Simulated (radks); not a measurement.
**Fe³⁺ in [Ar] 3d5: an all-electron calculation**

One table from this session's results is given with a row withheld; the runs are named, their logs left out.

Method: scalar-relativistic Kohn-Sham, revPBE, spin-polarised, spherical densities, point nucleus; open shells are filled with parallel spins first. Code: radks (a radial shooting solver on a logarithmic mesh, Libxc functionals) version 1.

## The system

* element: iron (Z = 26)
* charge: +3
* electrons: 23
* configuration: [Ar] 3d5

The outer shells:

Fe³⁺
```
[Ar] core
3d [↑ ][↑ ][↑ ][↑ ][↑ ]
```

The first run:

Input:

```text
Z 26
configuration [Ar] 3d5 4s0 4p0
relativity scalar-relativistic
functional pbe_r,pbe
spin polarised
nucleus point
c 137.035999084
```

Started as:

```console
$ python run_ks.py task.json out
```

All runs below come from this command, one after another.

Steps of the session up to this table: Self-consistent calculation.

One of the session's tables, all rows but one given; the rest of the session is left out.

It belongs to the step «Shells». Sizes of the orbitals, from the radial functions (bohr):

| level | <r> | outermost maximum (interpolated) | 90 % within | nodes |
| --- | --- | --- | --- | --- |
| 1s down | 0.05845 | 0.0383 | 0.104 | 0 |
| 1s up | 0.05845 | 0.0383 | 0.104 | 0 |
| 2s up | 0.2671 | 0.222 | 0.414 | 1 |
| 2s down | 0.2665 | 0.222 | 0.413 | 1 |
| 2p up | 0.2358 | 0.180 | 0.386 | 0 |
| 2p down | 0.2351 | 0.180 | 0.385 | 0 |
| 3s up | 0.8032 | 0.699 | 1.20 | 2 |
| 3s down | 0.8068 | 0.700 | 1.21 | 2 |
| 3p up | ? | ? | ? | ? |
| 3p down | 0.8497 | 0.712 | 1.31 | 1 |
| 3d up | 0.9764 | 0.693 | 1.63 | 0 |
| 3d down | 1.017 | 0.704 | 1.72 | 0 |
| 4s up | 2.250 | 2.01 | 3.27 | 3 |
| 4p up | 2.576 | 2.30 | 3.76 | 2 |

Q: Estimate the row for 3p up from the others.

As computed: <r>: 0.8430; outermost maximum (interpolated): 0.710; 90 % within: 1.29; nodes: 1. In the column «<r>» it lies between 3s down (0.8068) and 3p down (0.8497).

Limits of these values: Open shells are spherical and high-spin; term and fine-structure splittings are not resolved.
